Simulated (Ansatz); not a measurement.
**V3Re (Fm-3m): equation of state with a fit, by script**

Where is the equilibrium volume of V3Re (Fm-3m), and how stiff is it? A script is to give an equation of state with a fit; the system is V3Re (Fm-3m).

All numbers are computed with the Python package of Ansatz 0.2.0. Level of theory: DFT LDA, plane waves, PAW.

## 1. The structure

Symmetry: Fm-3m, No. 225, cubic system. The conventional cell has a = 6.003 Å, b = 6.003 Å, c = 6.003 Å, α = 90.00°, β = 90.00°, γ = 90.00°. Around V (site symmetry -43m) lie 4 V at 2.60 Å and 4 Re at 2.60 Å. V (site symmetry m-3m) is surrounded by 8 V at 2.60 Å. Re (site symmetry m-3m) is surrounded by 8 V at 2.60 Å.

No structure file is read: the coordinates are typed or built in the script.

## 2. The script

The input, v3re_eos.py:

```python
# -*- coding: utf-8 -*-
import logging
import sys

import ansatz
import numpy as np

logging.basicConfig(stream=sys.stdout, format='%(levelname)s:%(name)s:%(message)s')
log = logging.getLogger('run')
log.setLevel(logging.INFO)

vectors0 = np.array([
    [0.0, 3.001449, 3.001449],
    [3.001449, 0.0, 3.001449],
    [3.001449, 3.001449, 0.0],
])
sites = [
    ('V', (0.75, 0.75, 0.75), 1.0),
    ('V', (0.25, 0.25, 0.25), 1.0),
    ('V', (0.0, 0.0, 0.0), 1.0),
    ('Re', (0.5, 0.5, 0.5), 0.0),
]


def make_crystal(cell):
    crystal = ansatz.Crystal(lattice=ansatz.Lattice.of(cell))
    for symbol, position, moment in sites:
        crystal = crystal.atom(symbol, position, moment=moment or None)
    return crystal


def main():
    volumes, energies, pressures = [], [], []
    for scale in np.linspace(0.9, 1.1, 9):
        cell = vectors0 * scale ** (1 / 3)
        base = (
            make_crystal(cell).calculation()
            .functional(ansatz.Functional.LDA)
            .occupations('Fermi-Dirac', width=0.1)
            .spin('collinear')
            .basis(500)
            .kpoints(7, 7, 7)
            .stress()
        )
        rep = base.run(threads=1, pin='off').report
        volumes.append(abs(np.linalg.det(cell)) / len(sites))
        energies.append(rep['free_energy_ev'] / len(sites))
        pressures.append(np.trace(rep['stress_gpa']) / 3)
        log.info(f'V = {volumes[-1]:8.4f} A^3/atom  F = {energies[-1]:.5f} eV/atom  P = {pressures[-1]:8.3f} GPa')

    x = np.array(volumes) ** (-2 / 3)
    poly = np.polynomial.Polynomial.fit(x, energies, 3).convert()
    roots = poly.deriv().roots()
    x0 = min((r.real for r in roots if abs(r.imag) < 1e-9 and poly.deriv(2)(r.real) > 0), key=lambda r: abs(r - x.mean()))
    v0 = x0 ** -1.5
    b0 = 4 / 9 * poly.deriv(2)(x0) * v0 ** (-7 / 3) * 160.21766
    b1 = 4 + 2 / 3 * x0 * poly.deriv(3)(x0) / poly.deriv(2)(x0)
    log.info(f'V0 = {v0:.4f} A^3/atom, B0 = {b0:.1f} GPa, dB/dP = {b1:.2f}')


if __name__ == '__main__':
    main()
```

## 3. What the engine is handed

The package turns the script's settings into the engine's input (first run):

```yaml
crystal:
  lattice:
    - [0.0, 2.897867147935183, 2.897867147935183]
    - [2.897867147935183, 0.0, 2.897867147935183]
    - [2.897867147935183, 2.897867147935183, 0.0]
  atoms:
    - { symbol: V, position: [0.75, 0.75, 0.75], spin: 1.0 }
    - { symbol: V, position: [0.25, 0.25, 0.25], spin: 1.0 }
    - { symbol: V, position: [0.0, 0.0, 0.0], spin: 1.0 }
    - { symbol: Re, position: [0.5, 0.5, 0.5] }
basis:
  ecutwfc: 500.0
kpoints:
  mp_grid:
    grid: [7, 7, 7]
hamiltonian:
  xc: lda
magnetization:
  spin_polarized: true
scf:
  occupations:
    method: fermi_dirac
    width: 0.1
output:
  stress: true
```

## 4. The run

On the command line:

```
python v3re_eos.py
```

Standard output:

```text
RunWarning: the starting moments were not kept: the SCF closed with an absolute magnetisation of 2.6e-6 μB, where they sum to 3 μB in size (3 sites). That is at most 0.1 of that sum. Measured as dr2_m measures the in/out step, that magnetisation stands [...]
INFO:run:V =  12.1676 A^3/atom  F = -4797.51049 eV/atom  P =   16.431 GPa
INFO:run:V =  12.5056 A^3/atom  F = -4797.53589 eV/atom  P =    7.846 GPa
INFO:run:V =  12.8436 A^3/atom  F = -4797.54434 eV/atom  P =    0.329 GPa
INFO:run:V =  13.1816 A^3/atom  F = -4797.53794 eV/atom  P =   -6.248 GPa
INFO:run:V =  13.5196 A^3/atom  F = -4797.51856 eV/atom  P =  -11.999 GPa
INFO:run:V =  13.8576 A^3/atom  F = -4797.48783 eV/atom  P =  -17.024 GPa
INFO:run:V =  14.1955 A^3/atom  F = -4797.44718 eV/atom  P =  -21.412 GPa
INFO:run:V =  14.5335 A^3/atom  F = -4797.39788 eV/atom  P =  -25.241 GPa
INFO:run:V =  14.8715 A^3/atom  F = -4797.34103 eV/atom  P =  -28.577 GPa
INFO:run:V0 = 12.8590 A^3/atom, B0 = 265.7 GPa, dB/dP = 4.15
```

(Warnings from the package without file and line, shortened, repeats left out.)

It took 97 s on 1 thread of Arm Neoverse V1, shared host; peak memory 0.53 GiB.

## 5. Inputs of later runs

The engine's inputs for some of the other runs:

Run 3, against run 1:

```diff
@@ -3,3 +3,3 @@
-    - [0.0, 2.897867147935183, 2.897867147935183]
-    - [2.897867147935183, 0.0, 2.897867147935183]
-    - [2.897867147935183, 2.897867147935183, 0.0]
+    - [0.0, 2.9505671534072158, 2.9505671534072158]
+    - [2.9505671534072158, 0.0, 2.9505671534072158]
+    - [2.9505671534072158, 2.9505671534072158, 0.0]
```

Run 4, against run 1:

```diff
@@ -3,3 +3,3 @@
-    - [0.0, 2.897867147935183, 2.897867147935183]
-    - [2.897867147935183, 0.0, 2.897867147935183]
-    - [2.897867147935183, 2.897867147935183, 0.0]
+    - [0.0, 2.9762255469748644, 2.9762255469748644]
+    - [2.9762255469748644, 0.0, 2.9762255469748644]
+    - [2.9762255469748644, 2.9762255469748644, 0.0]
```

Run 6, against run 1:

```diff
@@ -3,3 +3,3 @@
-    - [0.0, 2.897867147935183, 2.897867147935183]
-    - [2.897867147935183, 0.0, 2.897867147935183]
-    - [2.897867147935183, 2.897867147935183, 0.0]
+    - [0.0, 3.0262554885768522, 3.0262554885768522]
+    - [3.0262554885768522, 0.0, 3.0262554885768522]
+    - [3.0262554885768522, 3.0262554885768522, 0.0]
```

## 6. The engine's runs

From the records of these 9 runs:

```csv
run,volume (Å³/atom),energy from run 3 (meV/atom),pressure (GPa),SCF cycles,CPU time (s)
1,12.168,33.85,16.43,12,9.3
2,12.506,8.45,7.85,12,9.4
3,12.844,0.00,0.33,12,9.6
4,13.182,6.40,-6.25,12,10
5,13.520,25.78,-12.00,12,10
6,13.858,56.51,-17.02,12,11
7,14.196,97.16,-21.41,13,11
8,14.534,146.46,-25.24,13,12
9,14.872,203.31,-28.58,14,13
```

Energies are free energies F = E - TS of the smeared occupations. 

## 7. Summary of results

| quantity | value |
| --- | --- |
| runs compared | 9 |
| range of energy | 203.31 meV/atom |
| lowest point, volume (Å³/atom) | 12.844 |
| equilibrium volume (fit) | 12.86 Å³/atom |
| bulk modulus (fit) | 266 GPa |

What this shows: A third-order Birch-Murnaghan fit through the 9 points has its minimum at 12.86 Å³ an atom, 4.9 % below the typed cell, with a bulk modulus of 266 GPa and dB/dP = 4.1. From that minimum the energy rises by 33.9 meV an atom on the compressed side and 203.3 meV on the expanded side. Caveats:
- The SCF didn't keep the moments it started from (some shrank, vanished or turned); what is printed is the state reached.
- For a metal this k-point mesh is coarse: on a finer one energies can move by several to tens of meV an atom and pressures by half a GPa or more, differences at one mesh by less.
- Pressure is positive in compression.
- Spin-orbit coupling, which matters for elements this heavy, is left out.
- At these settings the cell as given stands under about -12 GPa, so it isn't at this functional's equilibrium volume.
- The structure comes from a database of computed cells and needn't be a stable or known phase. The starting moments were not kept in at least one run, so it stands on a weaker or other magnetic state than the one typed.
